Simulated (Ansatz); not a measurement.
# C2H5AlS: the cost of one run

Program: Ansatz 0.2.0. Level of theory: RKS B3LYP-D4/6-31G*. These are calculated values, not measurements.

### Step 1. The system as given

Bond lengths: C1–C2 1.328 Å, C2–S3 1.787 Å, S3–Al4 2.196 Å, C1–H5 1.078 Å, C1–H6 1.081 Å, C2–H7 1.081 Å, Al4–H8 1.537 Å, Al4–H9 1.535 Å. Angles: C1–C2–S3 123.9°, C1–C2–H7 122.1°, S3–C2–H7 113.8°, C2–C1–H5 121.1°, C2–C1–H6 121.7°, H5–C1–H6 117.1°, C2–S3–Al4 81.6°, S3–Al4–H8 116.9°, S3–Al4–H9 124.0°, H8–Al4–H9 119.1°.

As a file:

```xyz
9

C    -0.8949    1.0301    0.0083
C    -0.5090    0.2135    0.9815
S     1.1994   -0.1142    1.3890
Al    1.1781   -0.9876   -0.6258
H    -1.9390    1.2347   -0.1648
H    -0.1803    1.5614   -0.6050
H    -1.2150   -0.2530    1.6544
H     1.1868   -2.5223   -0.7176
H     1.1738   -0.1626   -1.9199
```

### Step 2. End point A

File input.yaml:

```yaml
crystal:
  periodic: [false, false, false]
  atoms:
    - { symbol: C, position_ang: [-0.89493, 1.03014, 0.00827] }
    - { symbol: C, position_ang: [-0.509, 0.21346, 0.98151] }
    - { symbol: S, position_ang: [1.19945, -0.11421, 1.38904] }
    - { symbol: Al, position_ang: [1.17813, -0.98757, -0.62583] }
    - { symbol: H, position_ang: [-1.939, 1.23467, -0.16483] }
    - { symbol: H, position_ang: [-0.1803, 1.56138, -0.60505] }
    - { symbol: H, position_ang: [-1.21499, -0.25299, 1.65439] }
    - { symbol: H, position_ang: [1.18685, -2.52225, -0.7176] }
    - { symbol: H, position_ang: [1.17379, -0.16263, -1.9199] }
basis:
  gaussian: { orbitals: "6-31G*" }
hamiltonian:
  xc: b3lyp
  dispersion: d4
relax:
  f_tol: 0.015
  max_steps: 40
output:
  orbitals: {}
```

The run is started by

```sh
$ ansatz run input.yaml --threads 1 --pin off --max-ram 2048MiB --backend cpu --events-out ev --progress --plain --runs-dir out
```

What time and memory should one allow on 1 thread of Arm Neoverse V1, shared host?

About 54 s, with a peak of 0.15 GiB.
